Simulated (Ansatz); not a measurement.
# CH5FN2OSi: the cost of one run

Method: the settings change from run to run; program: Ansatz 0.2.0, Gaussian basis.

### Step 1. The relaxed structure

An earlier PBE0-D4 in a triple-zeta def2 set relaxation fixed the geometry.

11 atoms, charge 0, spin multiplicity 1.

Atoms are counted from 1 here; the program's logs count them from 0.

Bond lengths: N1–C2 1.273 Å, N1–H7 1.021 Å, C2–Si3 1.885 Å, C2–H8 1.099 Å, Si3–N4 1.687 Å, Si3–O5 1.622 Å, Si3–F6 1.596 Å, N4–H9 1.005 Å, N4–H10 1.005 Å, O5–H11 0.968 Å. Angles: C2–N1–H7 112.7°, N1–C2–Si3 115.4°, N1–C2–H8 121.8°, Si3–C2–H8 122.8°, C2–Si3–N4 116.7°, C2–Si3–O5 103.9°, C2–Si3–F6 105.4°, N4–Si3–O5 110.8°, N4–Si3–F6 106.0°, O5–Si3–F6 114.3°, Si3–N4–H9 122.0°, Si3–N4–H10 123.1°, H9–N4–H10 113.3°, Si3–O5–H11 110.4°.

Coordinates:

```xyz
11

N     0.0073   -1.2358   -1.6996
C     0.7349   -0.7342   -0.7835
Si   -0.0589    0.6571    0.2097
N    -0.1185    0.4536    1.8832
O    -1.5536    0.7745   -0.4102
F     0.8601    1.9370   -0.0442
H     0.4772   -1.9843   -2.2117
H     1.7553   -1.0952   -0.5920
H    -0.9228    0.0670    2.3446
H     0.5258    0.8975    2.5132
H    -1.6415    0.2059   -1.1888
```

### Step 2. RPBE/aug-cc-pVDZ

This run has D3(BJ) with three-body dispersion, high accuracy.

File in.yaml:

```yaml
crystal:
  periodic: [false, false, false]
  atoms:
    - {symbol: N, position_ang: [0.007319, -1.235786, -1.699621]}
    - {symbol: C, position_ang: [0.734896, -0.734203, -0.783530]}
    - {symbol: Si, position_ang: [-0.058870, 0.657138, 0.209726]}
    - {symbol: N, position_ang: [-0.118537, 0.453597, 1.883226]}
    - {symbol: O, position_ang: [-1.553556, 0.774541, -0.410219]}
    - {symbol: F, position_ang: [0.860093, 1.936953, -0.044165]}
    - {symbol: H, position_ang: [0.477222, -1.984327, -2.211736]}
    - {symbol: H, position_ang: [1.755258, -1.095243, -0.591969]}
    - {symbol: H, position_ang: [-0.922845, 0.066953, 2.344630]}
    - {symbol: H, position_ang: [0.525826, 0.897470, 2.513157]}
    - {symbol: H, position_ang: [-1.641507, 0.205907, -1.188798]}
basis:
  gaussian: {orbitals: aug-cc-pVDZ}
hamiltonian: {xc: {name: RPBE}, dispersion: d3bjatm}
accuracy: high
```

Launch:

```bash
ansatz run in.yaml --threads 4 --pin off --events-out ev --progress --plain --max-ram 10444MiB
```

What time and memory should one allow on 4 threads of Arm Neoverse V1, shared host?

About 9.5 s, with a peak of 0.99 GiB.
